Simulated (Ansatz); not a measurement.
Geometry optimisation, Ansatz 0.2.0, DFT PBE, scalar-relativistic, plane waves, PAW.

input.yaml

```yaml
crystal:
  lattice:
    - [0.0, 5.43, 5.43]
    - [5.43, 0.0, 5.43]
    - [5.43, 5.43, 0.0]
  atoms:
    - { symbol: Si, position: [0.0, 0.0, 0.0] }
    - { symbol: Si, position: [0.125, 0.125, 0.125] }
    - { symbol: Si, position: [0.0, 0.0, 0.5] }
    - { symbol: Si, position: [0.125, 0.125, 0.625] }
    - { symbol: Si, position: [0.0, 0.5, 0.0] }
    - { symbol: Si, position: [0.125, 0.625, 0.125] }
    - { symbol: Si, position: [0.0, 0.5, 0.5] }
    - { symbol: Si, position: [0.125, 0.625, 0.625] }
    - { symbol: Si, position: [0.5, 0.0, 0.0] }
    - { symbol: Si, position: [0.625, 0.125, 0.125] }
    - { symbol: Si, position: [0.5, 0.0, 0.5] }
    - { symbol: Si, position: [0.625, 0.125, 0.625] }
    - { symbol: Si, position: [0.5, 0.5, 0.0] }
    - { symbol: Si, position: [0.625, 0.625, 0.125] }
    - { symbol: Si, position: [0.5, 0.5, 0.5] }
    - { symbol: Si, position: [0.625, 0.625, 0.625] }
    - { symbol: As, position: [0.8069847, 0.816373, 0.3180188], spin: 1.0 }
magnetization:
  spin_polarized: true
basis:
  ecutwfc: 420.0
kpoints:
  mp_grid: { grid: [2, 2, 2] }
hamiltonian:
  xc: pbe
  pseudopotentials: { kind: paw, azcp: { folder: soft_1 } }
scf:
  occupations: { method: gaussian, width: 0.02 }
  lower_state_search: "off"
relax:
  f_tol: 0.03
  max_steps: 60
  adjacent_minimum: "off"
```

Command:

```bash
$ ansatz run input.yaml --threads 2 --pin off --max-ram 5120MiB --backend cpu --events-out ev --progress --plain --runs-dir out
```

Problem. Where does it end, and by what steps?

Solution. The run converged. Limits of this set-up: coarse k mesh, a small cell, in which the defect meets its images. After 4 steps the energy has fallen by 1.695 eV; Si14 moved furthest, 0.45 Å.

| step | energy less start (eV) | largest force component (eV/Å) | accepted |
| --- | --- | --- | --- |
| 0 | 0.0000 | 3.471 | yes |
| 1 | -1.2219 | 1.371 | yes |
| 2 | -1.6460 | 0.173 | yes |
| 3 | -1.6920 | 0.099 | yes |
| 4 | -1.6950 | 0.026 | yes |

```xyz
17
Lattice="0.0000 5.4300 5.4300 5.4300 0.0000 5.4300 5.4300 5.4300 0.0000" Properties=species:S:1:pos:R:3
Si -0.130 -0.130 0.142
Si 1.276 1.274 1.382
Si 2.460 2.457 -0.258
Si 3.820 3.819 1.103
Si 2.692 0.082 2.797
Si 3.932 1.487 4.202
Si 5.299 2.858 2.585
Si 6.706 4.098 3.988
Si 0.087 2.689 2.799
Si 1.490 3.927 4.207
Si 2.861 5.299 2.585
Si 4.102 6.704 3.988
Si 2.975 2.969 5.684
Si 4.335 4.330 7.044
Si 5.517 5.515 5.404
Si 6.921 6.923 6.642
As 6.116 6.108 8.822
```

Whether the end is a true minimum wasn't checked by a vibrational analysis.

Time of the run: 48 s on 2 threads of Arm Neoverse V1, with other jobs on the host, peak memory 0.73 GiB.
